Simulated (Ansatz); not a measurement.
**ClH₅OSiSn: a ladder of functionals and wavefunction methods**

The task here is to estimate one member of a computed series from the others.

Program: Ansatz 0.2.0, Gaussian basis. Level of theory: functionals in def2-TZVPP, the program's frozen cores in correlated methods. These are calculated values, not measurements.

Levels to be run: PBE-D4, r2SCAN-D4, PBE0-D4, B3LYP-D4, ωB97X-V, ωB97M-V, B2PLYP; CCSD(T)/def2-TZVPP; MP2/def2-QZVPP; extrapolation to the limit.

## Structure used throughout

An earlier PBE0-D4 in a triple-zeta def2 set relaxation fixed the geometry. Sn takes the def2 core potential; no spin-orbit term is included.

9 atoms, charge 0, spin multiplicity 1.

Atoms are counted from 1 here; the program's logs count them from 0.

Bond lengths: O1–Sn2 1.973 Å, O1–H5 0.959 Å, Sn2–Si3 2.576 Å, Sn2–H6 1.716 Å, Sn2–H7 1.701 Å, Si3–Cl4 2.060 Å, Si3–H8 1.485 Å, Si3–H9 1.485 Å. Angles: Sn2–O1–H5 113.2°, O1–Sn2–Si3 108.3°, O1–Sn2–H6 107.9°, O1–Sn2–H7 102.8°, Si3–Sn2–H6 111.9°, Si3–Sn2–H7 113.8°, H6–Sn2–H7 111.6°, Sn2–Si3–Cl4 109.7°, Sn2–Si3–H8 110.7°, Sn2–Si3–H9 111.6°, Cl4–Si3–H8 107.9°, Cl4–Si3–H9 108.0°, H8–Si3–H9 108.9°.

Set-up of the first run:

in.yaml

```yaml
crystal:
  periodic: [false, false, false]
  atoms:
    - {symbol: O, position_ang: [-1.081185, 1.289123, -1.545316]}
    - {symbol: Sn, position_ang: [0.572057, 0.777674, -0.597022]}
    - {symbol: Si, position_ang: [0.015420, -1.150698, 1.017985]}
    - {symbol: Cl, position_ang: [-0.422888, -2.851965, -0.056920]}
    - {symbol: H, position_ang: [-1.745595, 1.670356, -0.967585]}
    - {symbol: H, position_ang: [1.150715, 2.161736, 0.235130]}
    - {symbol: H, position_ang: [1.612094, 0.330269, -1.866661]}
    - {symbol: H, position_ang: [-1.170238, -0.815259, 1.847062]}
    - {symbol: H, position_ang: [1.158017, -1.457537, 1.916327]}
basis:
  gaussian: {orbitals: def2-TZVPP}
hamiltonian: {xc: pbe, dispersion: d4}
output: {forces: true, orbitals: {seedname: orbitals}}
```

Command:

```console
$ ansatz run in.yaml --threads 4 --pin off --events-out ev --progress --plain --max-ram 10444MiB
```

Steps of the session up to this table: PBE-D4 (GGA); r2SCAN-D4 (meta-GGA); PBE0-D4 (hybrid); B3LYP-D4 (hybrid); ωB97X-V (range-separated); ωB97M-V (range-separated); B2PLYP (double hybrid); CCSD(T) in def2-TZVPP; MP2 in def2-QZVPP.

One of the session's tables, all rows but one given; the rest of the session is left out.

It belongs to the step «Atomisation energies». 

```
            method  atomisation energy (kJ/mol)
            PBE-D4                       2557.0
         r2SCAN-D4                       2559.4
           PBE0-D4                       2520.6
          B3LYP-D4                            ?
           ωB97X-V                       2585.6
           ωB97M-V                       2561.0
            B2PLYP                       2507.0
     HF/def2-TZVPP                       1804.6
    MP2/def2-TZVPP                       2504.3
   CCSD/def2-TZVPP                       2458.0
CCSD(T)/def2-TZVPP                       2497.9
           MP2/CBS                       2594.2
       CCSD(T)/CBS                       2587.8
```

**Question.** Estimate the row for B3LYP-D4.

As computed: atomisation energy (kJ/mol): 2536.2. In the column «atomisation energy (kJ/mol)» it lies between PBE0-D4 (2520.6) and PBE-D4 (2557.0).

Caveats from the session: Free atoms (1 O, 1 Sn, 1 Si, 1 Cl, 5 H) were run apart at each level; the atomisation energy is their sum less the molecule, without zero-point or spin-orbit terms.
